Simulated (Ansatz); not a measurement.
# Os: a surface, (10-10), 6 layers

What do the surfaces of Os (10-10), 6 layers cost, and how tightly do they hold an electron? Methods of the runs shown: LAPW. Companion runs by PAW are cited. Its runs: bulk in the slab's orientation (LAPW); the reference run (LAPW); no images along the normal (LAPW).

Method: DFT, LDA, all-electron LAPW, scalar-relativistic, in Ansatz 0.2.0.

2 further runs of the same task are left out: 2 that didn't finish.

### Step 1. The structure to begin with

Symmetry: P6_3/mmc, No. 194, hexagonal system. The conventional cell has a = 2.715 Å, b = 2.715 Å, c = 4.293 Å, α = 90.00°, β = 90.00°, γ = 120.00°. Around Os (site symmetry -6m2) lie 12 Os at 2.66 to 2.71 Å.

Coordinates:

```cif
data_structure
_symmetry_space_group_name_H-M 'P6_3/mmc'
_symmetry_Int_Tables_number 194
_cell_length_a 2.7148
_cell_length_b 2.7148
_cell_length_c 4.2927
_cell_angle_alpha 90.000
_cell_angle_beta 90.000
_cell_angle_gamma 120.000
_cell_volume 27.40
loop_
_atom_site_label
_atom_site_type_symbol
_atom_site_symmetry_multiplicity
_atom_site_Wyckoff_symbol
_atom_site_fract_x
_atom_site_fract_y
_atom_site_fract_z
_atom_site_occupancy
Os1 Os 2 d 0.33333 0.66667 0.75000 1
```

The file gives the conventional cell by its symmetry; the runs use the cell typed in the input.

Atoms are numbered in the order of the input: Os1, Os2, Os3, Os4.

### Step 2. Bulk in the slab's orientation, LAPW

Contents of input.yaml:

```yaml
crystal:
  lattice:
    - [-1.3573936166, 2.3510747098, 0.0]
    - [0.0, 0.0, 4.2926626049]
    - [4.0721808498, 2.3510747098, 0.0]
  atoms:
    - { symbol: Os, position: [0.5, 0.25, 0.166666667] }
    - { symbol: Os, position: [0.0, 0.25, 0.666666667] }
    - { symbol: Os, position: [0.0, 0.75, 0.333333333] }
    - { symbol: Os, position: [0.5, 0.75, 0.833333333] }
kpoints:
  mp_grid: { grid: [13, 9, 8] }
scf:
  occupations: { method: fermi_dirac, width: 0.05 }
hamiltonian:
  xc: lda
  pseudopotentials: { kind: all_electron, lapw: { basis_error: 0.001 } }
output:
  forces: true
  stress: true
  eigenvalues: true
```

The run is started by

```bash
ansatz run input.yaml --threads 2 --pin off --max-ram 5120MiB --backend cpu --events-out ev --progress --plain --runs-dir out
```

### Step 4. Slab as cut, LAPW

Contents of input.yaml:

```yaml
crystal:
  lattice:
    - [2.7147872332, 0.0, 0.0]
    - [0.0, 4.2926626049, 0.0]
    - [0.0, 0.0, 21.4858]
  atoms:
    - { symbol: Os, position: [0.75, 0.75, 0.3723379861] }
    - { symbol: Os, position: [0.25, 0.25, 0.4088128475] }
    - { symbol: Os, position: [0.25, 0.75, 0.4817625693] }
    - { symbol: Os, position: [0.75, 0.25, 0.5182374307] }
    - { symbol: Os, position: [0.75, 0.75, 0.5911871525] }
    - { symbol: Os, position: [0.25, 0.25, 0.6276620139] }
kpoints:
  mp_grid: { grid: [13, 9, 1] }
scf:
  occupations: { method: fermi_dirac, width: 0.05 }
hamiltonian:
  xc: lda
  pseudopotentials: { kind: all_electron, lapw: { basis_error: 0.001 } }
output:
  forces: true
  stress: true
  eigenvalues: true
  populations: true
  dos: { projected: true, de: 0.2, e_range: [-14, 8] }
efield:
  axis: 3
  amplitude: 0
  dipole_correction: true
```

### Step 5. No images along the normal, LAPW

Contents of input.yaml:

```yaml
crystal:
  lattice:
    - [2.7147872332, 0.0, 0.0]
    - [0.0, 4.2926626049, 0.0]
    - [0.0, 0.0, 21.4858]
  atoms:
    - { symbol: Os, position: [0.75, 0.75, 0.3788121569] }
    - { symbol: Os, position: [0.25, 0.25, 0.4079939599] }
    - { symbol: Os, position: [0.25, 0.75, 0.4833559938] }
    - { symbol: Os, position: [0.75, 0.25, 0.5166440049] }
    - { symbol: Os, position: [0.75, 0.75, 0.5920060404] }
    - { symbol: Os, position: [0.25, 0.25, 0.6211878441] }
  periodic: [true, true, false]
kpoints:
  mp_grid: { grid: [13, 9, 1] }
scf:
  occupations: { method: fermi_dirac, width: 0.05 }
hamiltonian:
  xc: lda
  pseudopotentials: { kind: all_electron, lapw: { basis_error: 0.001 } }
output:
  forces: true
  stress: true
  eigenvalues: true
```

(Steps that only read results are left out.)

Before running it: what results should come out? Wanted: surface energy; work function; outer layer spacing; core-level shifts among the layers (for each run or level that gives them).

The runs gave:

| quantity | value |
| --- | --- |
| surface energy (LAPW, cut) | 4.14 J/m² |
| work function (LAPW, cut) | 5.47 eV |
| surface energy (PAW, relaxed) | 3.97 J/m² |
| work function (PAW, relaxed) | 5.51 eV |
| outer layer spacing (PAW) | 0.78 → 0.63 Å |
| core-level shifts among the layers (PAW holes) | Os1 +0.00, Os2 +0.32, Os3 +0.69 eV |

By PAW the surface costs 4.14 J/m² as cut and 3.97 J/m² relaxed. The outermost spacing changes by -20.0 % (PAW). Thickness wasn't converged, and no reconstruction was sought. Spin-orbit coupling is left out, though the cell holds Os; in elements this heavy it can shift bands and gaps by tenths of an eV.
